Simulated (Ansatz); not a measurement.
**C₂H₈ClNSi: up Jacob's ladder to CCSD(T)**

An exercise on one series of results from a longer session: the logs are not shown, and one member is left open.

Method: functionals in def2-TZVPP, the program's frozen cores in correlated methods; program: Ansatz 0.2.0, Gaussian basis.

Plan: PBE-D4, r2SCAN-D4, PBE0-D4, B3LYP-D4, ωB97X-V, ωB97M-V, B2PLYP; CCSD(T)/def2-TZVPP; MP2/def2-QZVPP; extrapolation to the limit.

## The relaxed structure

An earlier PBE0-D4 in a triple-zeta def2 set relaxation fixed the geometry.

SMILES `CNC[SiH2]Cl`, 13 atoms, charge 0, spin multiplicity 1.

Atoms are counted from 1 here; the program's logs count them from 0.

Bond lengths: C1–N2 1.447 Å, C1–H6 1.103 Å, C1–H7 1.093 Å, C1–H8 1.091 Å, N2–C3 1.450 Å, N2–H9 1.012 Å, C3–Si4 1.880 Å, C3–H10 1.097 Å, C3–H11 1.106 Å, Si4–Cl5 2.066 Å, Si4–H12 1.485 Å, Si4–H13 1.482 Å. Angles: N2–C1–H6 113.9°, N2–C1–H7 110.1°, N2–C1–H8 109.4°, H6–C1–H7 107.3°, H6–C1–H8 108.5°, H7–C1–H8 107.5°, C1–N2–C3 114.0°, C1–N2–H9 109.5°, C3–N2–H9 109.4°, N2–C3–Si4 114.6°, N2–C3–H10 108.6°, N2–C3–H11 114.1°, Si4–C3–H10 104.0°, Si4–C3–H11 108.4°, H10–C3–H11 106.3°, C3–Si4–Cl5 112.2°, C3–Si4–H12 108.8°, C3–Si4–H13 111.3° and more.

The first run:

File in.yaml:

```yaml
crystal:
  periodic: [false, false, false]
  atoms:
    - {symbol: C, position_ang: [-1.524550, -0.501357, 0.537935]}
    - {symbol: N, position_ang: [-0.164884, -0.638732, 1.014014]}
    - {symbol: C, position_ang: [0.839553, -0.517426, -0.024345]}
    - {symbol: Si, position_ang: [1.074224, 1.226204, -0.686003]}
    - {symbol: Cl, position_ang: [-0.318714, 1.704683, -2.134659]}
    - {symbol: H, position_ang: [-1.770035, -1.164682, -0.307816]}
    - {symbol: H, position_ang: [-1.706125, 0.524744, 0.208591]}
    - {symbol: H, position_ang: [-2.217143, -0.711130, 1.354858]}
    - {symbol: H, position_ang: [-0.059152, -1.529666, 1.481129]}
    - {symbol: H, position_ang: [1.817514, -0.773487, 0.402649]}
    - {symbol: H, position_ang: [0.687762, -1.199480, -0.881903]}
    - {symbol: H, position_ang: [2.401930, 1.312362, -1.344488]}
    - {symbol: H, position_ang: [0.960021, 2.233166, 0.394837]}
basis:
  gaussian: {orbitals: def2-TZVPP}
hamiltonian: {xc: pbe, dispersion: d4}
output: {forces: true, orbitals: {seedname: orbitals}}
```

Launch:

```
$ ansatz run in.yaml --threads 4 --pin off --events-out ev --progress --plain --max-ram 10444MiB
```

Steps of the session up to this table: PBE-D4 (GGA); r2SCAN-D4 (meta-GGA); PBE0-D4 (hybrid); B3LYP-D4 (hybrid); ωB97X-V (range-separated); ωB97M-V (range-separated); B2PLYP (double hybrid); CCSD(T) in def2-TZVPP; MP2 in def2-QZVPP.

One table of the session follows, with a row left open; its other results are not shown here.

```
            method  atomisation energy (kcal/mol)
            PBE-D4                         1109.0
         r2SCAN-D4                         1092.9
           PBE0-D4                         1095.5
          B3LYP-D4                              ?
           ωB97X-V                         1099.4
           ωB97M-V                         1098.6
            B2PLYP                         1080.3
     HF/def2-TZVPP                          800.0
    MP2/def2-TZVPP                         1074.1
   CCSD/def2-TZVPP                         1050.3
CCSD(T)/def2-TZVPP                         1064.4
           MP2/CBS                         1103.5
       CCSD(T)/CBS                         1093.9
```

Q: Estimate the row for B3LYP-D4 from the others.

**Answer.** atomisation energy (kcal/mol): 1094.5. In the column «atomisation energy (kcal/mol)» it lies between CCSD(T)/CBS (1093.9) and PBE0-D4 (1095.5).

Limits of these values: Free atoms (2 C, 1 N, 1 Si, 1 Cl, 8 H) were run apart at each level; the atomisation energy is their sum less the molecule, without zero-point or spin-orbit terms.
